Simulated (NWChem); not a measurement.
# MoO3 (molybdenum trioxide) at 5 levels

We compute a comparison of 5 runs (B2PLYP/def2-SVPD, CAM-B3LYP/def2-SVPD, M06-2X/def2-SVPD, r2SCAN/def2-SVPD, revPBE/def2-SVPD) of MoO3 (molybdenum trioxide). 

Program for the calculation: NWChem 7.3.0.

**1. The molecule**

The species is MoO3 (4 atoms), meant as a singlet with charge 0. As SMILES, `[O]=[Mo](=[O])=[O]`. Geometry: relaxed at PBE0-D4/def2-TZVP.

Bond lengths: O1–Mo2 1.692 Å, Mo2–O3 1.692 Å, Mo2–O4 1.692 Å. Angles: O1–Mo2–O3 110.3°, O1–Mo2–O4 110.3°, O3–Mo2–O4 110.3°.

**2. A single-point energy at B2PLYP/def2-SVPD (core potential) (run 1)**

Contents of moo3.nw:

```
start moo3
title "MoO3"
memory stack 880 mb heap 220 mb global 1100 mb

geometry units angstroms noautosym nocenter noautoz
 O       -0.968000      -0.149800       1.262500
 Mo      -0.138100      -0.336500      -0.200300
 O        1.507000      -0.607600       0.088800
 O       -0.345200       1.033600      -1.171400
end

basis spherical bse
 * library def2-SVPD
end

ecp bse
 Mo library def2-SVPD
end

dft
 xc hfexch 0.53 becke88 0.47 lyp 0.73 mp2 0.27
 dftmp2 semidirect
 grid fine
 convergence energy 1e-08
 iterations 100
 mulliken
 print medium
end

mp2
 freeze core 3
end

task dft
```

The run is started by

```sh
$ nwchem moo3.nw > moo3.out
```

Standard output:

```text
[...]
          Wavefunction type:  closed shell.
          No. of atoms     :     4
          No. of electrons :    38
[...]
          Charge           :     0
          Spin multiplicity:     1
[...]
          AO basis - number of functions:   103
[...]
              XC Information
              --------------
                     Hartree-Fock (Exact) Exchange  0.530
                    Becke 1988 Exchange Functional  0.470
              Lee-Yang-Parr Correlation Functional  0.730
[...]
 d= 0,ls=0.0,diis     1   -292.4388745356 -4.34D+02  6.21D-02  5.46D+00     2.2
[...]
 d= 0,ls=0.0,diis    14   -293.0990749229 -5.03D-10  1.74D-07  5.73D-10    24.0
         Total DFT energy =     -293.099074922903
      One electron energy =     -707.600101184935
           Coulomb energy =      305.623878354908
    Exchange-Corr. energy =      -32.785026137568
 Nuclear repulsion energy =      141.662174044692
[...]
      Total Density - Mulliken Population Analysis
     ---------------------------------------------
    Atom       Charge   Shell Charges
 -----------   ------   -------------------------------------------------------
    1 O    8     8.80   1.99  1.12  0.80  0.11  2.74  1.80  0.21  0.01  0.02
    2 Mo  14    11.61  -0.40  1.62  0.81  0.03 -0.01  6.01  0.12 -0.21 -0.03  3.43  0.10  0.12
    3 O    8     8.80   1.99  1.12  0.80  0.11  2.74  1.80  0.21  0.01  0.02
    4 O    8     8.80   1.99  1.12  0.80  0.11  2.74  1.80  0.21  0.01  0.02
[...]
  Basis functions       =    103
[...]
```

It took 28 s on 1 thread of Intel Xeon Platinum 8488C (Sapphire Rapids), shared host; peak memory 0.38 GiB.

**3. Energy and gradient at CAM-B3LYP/def2-SVPD (core potential) (run 2)**

Contents of run.py:

```python
from ase import Atoms
from ase.calculators.nwchem import NWChem

system = Atoms('OMoOO', positions=[
    [-0.968000, -0.149800, 1.262500],
    [-0.138100, -0.336500, -0.200300],
    [1.507000, -0.607600, 0.088800],
    [-0.345200, 1.033600, -1.171400],
])

calc = NWChem(
    label='sp',
    theory='dft',
    memory='2200 mb',
    basis='def2-SVPD',
    basispar='spherical bse',
    dft={'xc': 'xcamb88 1.00 lyp 0.81 vwn_5 0.19 hfexch 1.00', 'cam': '0.33 cam_alpha 0.19 cam_beta 0.46', 'mult': '1', 'grid': 'fine', 'convergence': 'energy 1e-08', 'direct': None, 'iterations': '100', 'mulliken': None},
    **{'ecp bse': {'Mo library': 'def2-SVPD'}},
)
system.calc = calc

forces = system.get_forces()
print("Total energy (eV):", round(system.get_potential_energy(), 6))
print("forces (eV/A):")
for s, f in zip(system.symbols, forces):
    print(f"{s:2s} {f[0]:10.5f} {f[1]:10.5f} {f[2]:10.5f}")
print("dipole (e A):", system.get_dipole_moment().round(4))
```

The run is started by

```sh
$ export ASE_NWCHEM_COMMAND="nwchem PREFIX.nwi > PREFIX.nwo"
$ python run.py
```

Standard output:

```text
Total energy (eV): -7990.154253
forces (eV/A):
O    -0.05955   -0.03882    0.03692
Mo    0.04088    0.08073    0.05332
O     0.05075   -0.05924   -0.01584
O    -0.03209    0.01738   -0.07446
dipole (e A): [-0.3931 -0.831  -0.5048]
```

The calculator wrote sp.nwi:

```
title "sp"

permanent_dir sp

scratch_dir sp

start sp

geometry units angstrom nocenter noautosym noautoz
  O  -9.6799999999999997e-01 -1.4979999999999999e-01 1.2625000000000000e+00
  Mo -1.3810000000000000e-01 -3.3650000000000002e-01 -2.0030000000000001e-01
  O  1.5069999999999999e+00 -6.0760000000000003e-01 8.8800000000000004e-02
  O  -3.4520000000000001e-01 1.0336000000000001e+00 -1.1714000000000000e+00
end

memory 2200 mb

basis spherical bse noprint
   * library def2-SVPD
end

dft
  xc xcamb88 1.00 lyp 0.81 vwn_5 0.19 hfexch 1.00
  cam 0.33 cam_alpha 0.19 cam_beta 0.46
  mult 1
  grid fine
  convergence energy 1e-08
  direct
  iterations 100
  mulliken
end
ecp bse
  Mo library def2-SVPD
end

task dft gradient
```

sp.nwo, cut to the lines that bear on the results:

```text
[...]
         Total DFT energy =     -293.632755283363
[...]
  wavefunction    = closed shell
[...]
                         DFT ENERGY GRADIENTS
    atom               coordinates                        gradient
                 x          y          z           x          y          z
   1 O      -1.829255  -0.283081   2.385779    0.001158   0.000755  -0.000718
   2 Mo     -0.260971  -0.635893  -0.378512   -0.000795  -0.001570  -0.001037
   3 O       2.847817  -1.148198   0.167808   -0.000987   0.001152   0.000308
   4 O      -0.652333   1.953221  -2.213625    0.000624  -0.000338   0.001448
[...]
```

Wall time 2 min (1 thread of Intel Xeon Platinum 8488C (Sapphire Rapids), shared host); peak memory 0.13 GiB.

Runs 3 to 4 aren't shown in full; the table further down has their settings and results.

**4. Energy and gradient at revPBE/def2-SVPD (core potential) (run 5)**

Contents of job.nw:

```
start job
title "MoO3"
memory 2200 mb
charge 0

geometry units atomic noautosym nocenter noautoz
  O     -1.82925489    -0.28308097     2.38577923
  Mo    -0.26097118    -0.63589284    -0.37851214
  O      2.84781727    -1.14819759     0.16780768
  O     -0.65233346     1.95322092    -2.21362518
end

basis spherical bse
  * library def2-SVPD
end

ecp bse
  Mo library def2-SVPD
end

dft
  xc revpbe cpbe96
  grid fine
  convergence energy 1e-08
  iterations 100
  mulliken
  print medium
end

task dft gradient
```

The run is started by

```sh
$ nwchem job.nw > job.out
```

Standard output:

```text
[...]
          Wavefunction type:  closed shell.
          No. of atoms     :     4
          No. of electrons :    38
[...]
          Charge           :     0
          Spin multiplicity:     1
[...]
          AO basis - number of functions:   103
[...]
              XC Information
              --------------
                        RevPBE Exchange Functional  1.000
            Perdew 1991 LDA Correlation Functional  1.000 local
           PerdewBurkeErnz. Correlation Functional  1.000 non-local
[...]
 d= 0,ls=0.0,diis     1   -292.9895693316 -4.35D+02  9.26D-02  6.26D+00     2.2
[...]
 d= 0,ls=0.0,diis    15   -293.7949392436 -5.35D-10  7.48D-08  1.16D-10    25.4
         Total DFT energy =     -293.794939243594
      One electron energy =     -708.296654954200
           Coulomb energy =      306.350083891795
    Exchange-Corr. energy =      -33.510532110702
 Nuclear repulsion energy =      141.662163929514
[...]
      Total Density - Mulliken Population Analysis
     ---------------------------------------------
    Atom       Charge   Shell Charges
 -----------   ------   -------------------------------------------------------
    1 O    8     8.69   1.99  1.13  0.79  0.12  2.74  1.67  0.21  0.01  0.02
    2 Mo  14    11.93  -0.40  1.62  0.81  0.06 -0.01  5.98  0.14 -0.23 -0.01  3.73  0.12  0.11
    3 O    8     8.69   1.99  1.13  0.79  0.12  2.74  1.67  0.21  0.01  0.02
    4 O    8     8.69   1.99  1.13  0.79  0.12  2.74  1.67  0.21  0.01  0.02
[...]
  wavefunction    = closed shell
                         DFT ENERGY GRADIENTS
    atom               coordinates                        gradient
                 x          y          z           x          y          z
   1 O      -1.829255  -0.283081   2.385779    0.014030  -0.005570  -0.027875
   2 Mo     -0.260971  -0.635893  -0.378512    0.014109   0.029946   0.018100
   3 O       2.847817  -1.148198   0.167808   -0.030875   0.002736  -0.006570
   4 O      -0.652333   1.953221  -2.213625    0.002736  -0.027112   0.016344
[...]
```

Wall time 31 s (1 thread of Intel Xeon Platinum 8488C (Sapphire Rapids), shared host); peak memory 0.13 GiB.

**5. All runs side by side**

```
run                                 level      task  frozen core orbitals  energy (Eh)  dipole moment (D)  HOMO energy (eV)  LUMO energy (eV)  wall time
  1     B2PLYP/def2-SVPD (core potential)    energy                     3  -293.483782               5.24            -10.80             -3.96       28 s
  2  CAM-B3LYP/def2-SVPD (core potential)  gradient                     –  -293.632755               5.04            -10.67             -4.00      2 min
  3     M06-2X/def2-SVPD (core potential)  gradient                     –  -293.523050               5.04            -10.84             -4.15       33 s
  4     r2SCAN/def2-SVPD (core potential)  gradient                     –  -293.713070               4.86             -7.94             -5.30       32 s
  5     revPBE/def2-SVPD (core potential)  gradient                     –  -293.794939               4.69             -7.51             -5.38       31 s
```

**6. What came out**

| quantity | value |
| --- | --- |
| run 5: total energy | -293.79494 Eh |
| run 5: dipole moment | 4.69 D |
| run 5: HOMO energy | -7.51 eV |
| run 5: LUMO energy | -5.38 eV |
| run 5: HOMO–LUMO gap | 2.12 eV |
| run 5: largest force on an atom | 1.940 eV/Å |

In words: The dipole moment (its size) runs from 4.69 D (revPBE/def2-SVPD) to 5.24 D (B2PLYP/def2-SVPD). A double hybrid's value is that of its SCF part. The HOMO–LUMO gap runs from 2.12 eV (revPBE/def2-SVPD) to 6.84 eV (B2PLYP/def2-SVPD). Totals of different functionals can't be ranked against each other. All runs together took 4 min, the longest 2 min.
